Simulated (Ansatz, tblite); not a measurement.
**Ge(iPr)2Cl2 (C6H14Cl2Ge): rung by rung**

How do method and basis change the picture of Ge(iPr)2Cl2 (C6H14Cl2Ge) (singlet)?

The runs use Ansatz 0.2.0, Gaussian basis; as each input shows.

Levels to be run: GFN1-xTB, GFN2-xTB, PBE-D4/def2-TZVP, r2SCAN-D4/def2-TZVP, B3LYP-D4/def2-TZVP, PBE-QIDH/def2-TZVP, PBE-D4/def2-SVP, PBE0-D4/def2-SVP, HF/STO-3G, MP2/def2-SVP.

2 further runs of the same task are left out: 2 set aside as unsound or not needed. Runs told in other sessions of the task aren't counted.

## (1) The geometry

The singlet was relaxed beforehand with PBE-D4/def2-SVP.

23 atoms, charge 0, spin multiplicity 1.

Bond lengths: Ge1–C2 1.978 Å, Ge1–C12 1.978 Å, Ge1–Cl22 2.197 Å, Ge1–Cl23 2.198 Å, C2–C3 1.534 Å, C2–C4 1.531 Å, C2–H5 1.113 Å, C3–H6 1.110 Å, C3–H7 1.110 Å, C3–H8 1.111 Å, C4–H9 1.111 Å, C4–H10 1.108 Å, C4–H11 1.110 Å, C12–C13 1.534 Å, C12–C14 1.531 Å, C12–H15 1.113 Å, C13–H16 1.110 Å, C13–H17 1.110 Å and more. Angles: C2–Ge1–C12 119.0°, C2–Ge1–Cl22 108.0°, C2–Ge1–Cl23 107.0°, C12–Ge1–Cl22 107.0°, C12–Ge1–Cl23 108.0°, Cl22–Ge1–Cl23 107.3°, Ge1–C2–C3 109.2°, Ge1–C2–C4 110.8°, Ge1–C2–H5 104.0°, C3–C2–C4 113.3°, C3–C2–H5 109.7°, C4–C2–H5 109.5°, C2–C3–H6 112.5°, C2–C3–H7 111.1°, C2–C3–H8 110.5°, H6–C3–H7 107.8°, H6–C3–H8 107.3°, H7–C3–H8 107.4° and more.

PBE0-D4/def2-TZVP was run before; its log isn't repeated, and its numbers join the tables.

## (2) GFN1-xTB

Tight binding, by tblite at 300 K electronic temperature and without a spin-polarisation term:

```python
tblite.interface.Calculator('GFN1-xTB', numbers, positions, charge=0, uhf=0).singlepoint()
```

Energy -830.4000 eV, HOMO -11.45 eV, LUMO -5.87 eV; 0.021 s.

## (3) GFN2-xTB

Tight binding, by tblite at 300 K electronic temperature and without a spin-polarisation term:

```python
tblite.interface.Calculator('GFN2-xTB', numbers, positions, charge=0, uhf=0).singlepoint()
```

Energy -846.5077 eV, HOMO -10.79 eV, LUMO -5.33 eV; 0.015 s.

## (4) PBE-D4/def2-TZVP

start.molden holds the orbitals of an earlier run on this state, given as this run's starting guess.

Input file in.yaml:

```yaml
crystal:
  periodic: [false, false, false]
  atoms:
    - {symbol: Ge, position_ang: [-0.664529, -0.037494, -0.464040]}
    - {symbol: C, position_ang: [-0.820824, 0.211646, 1.492478]}
    - {symbol: C, position_ang: [-0.084075, -0.929031, 2.206937]}
    - {symbol: C, position_ang: [-2.289381, 0.337403, 1.907984]}
    - {symbol: H, position_ang: [-0.296980, 1.174908, 1.683950]}
    - {symbol: H, position_ang: [0.991853, -0.972818, 1.938258]}
    - {symbol: H, position_ang: [-0.534734, -1.912948, 1.960515]}
    - {symbol: H, position_ang: [-0.144966, -0.802366, 3.308824]}
    - {symbol: H, position_ang: [-2.371691, 0.510685, 3.001902]}
    - {symbol: H, position_ang: [-2.789975, 1.178329, 1.388009]}
    - {symbol: H, position_ang: [-2.850530, -0.589346, 1.668374]}
    - {symbol: C, position_ang: [1.135599, -0.190735, -1.270433]}
    - {symbol: C, position_ang: [1.966423, 1.043185, -0.895316]}
    - {symbol: C, position_ang: [1.036019, -0.417112, -2.781217]}
    - {symbol: H, position_ang: [1.568127, -1.095337, -0.787290]}
    - {symbol: H, position_ang: [2.072522, 1.165624, 0.202541]}
    - {symbol: H, position_ang: [1.508100, 1.971021, -1.296098]}
    - {symbol: H, position_ang: [2.990000, 0.967236, -1.320093]}
    - {symbol: H, position_ang: [2.046786, -0.542232, -3.224215]}
    - {symbol: H, position_ang: [0.441373, -1.321065, -3.020061]}
    - {symbol: H, position_ang: [0.551829, 0.446930, -3.281134]}
    - {symbol: Cl, position_ang: [-1.665524, 1.654823, -1.445162]}
    - {symbol: Cl, position_ang: [-1.795431, -1.851308, -0.974724]}
basis:
  gaussian: {orbitals: def2-TZVP, initial_orbitals: start.molden}
hamiltonian: {xc: pbe, dispersion: d4}
scf: {omitted_lower_state_checks: [starts]}
output: {orbitals: {seedname: orbitals}}
```

Started as:

```bash
> ansatz run in.yaml --threads 4 --pin off --events-out ev --progress --plain --max-ram 6963MiB
```

The runs that follow: r2SCAN-D4/def2-TZVP; B3LYP-D4/def2-TZVP; PBE-QIDH/def2-TZVP; PBE-D4/def2-SVP; PBE0-D4/def2-SVP; HF/STO-3G; MP2/def2-SVP.

Q: Predict the results of all the runs planned. Wanted: gap in def2-TZVP, named functionals, smallest and largest; correlation energy, MP2/def2-SVP; binding an atom, functionals in def2-TZVP; PBE0 total energy, smallest basis above largest.

As calculated:

| quantity | value |
| --- | --- |
| gap in def2-TZVP, named functionals, smallest and largest | 5.37 eV (PBE-D4), 7.56 eV (PBE0-D4) |
| correlation energy, MP2/def2-SVP | -37.18 eV |
| binding an atom, functionals in def2-TZVP | 3.95 (B3LYP-D4) to 4.03 eV (PBE-D4) |
| PBE0 total energy, smallest basis above largest | 22.46 eV (def2-SVP, def2-TZVP) |

In words: Over the named functionals in def2-TZVP the gap runs from 5.37 eV (PBE-D4) to 7.56 eV (PBE0-D4); exact exchange widens it.
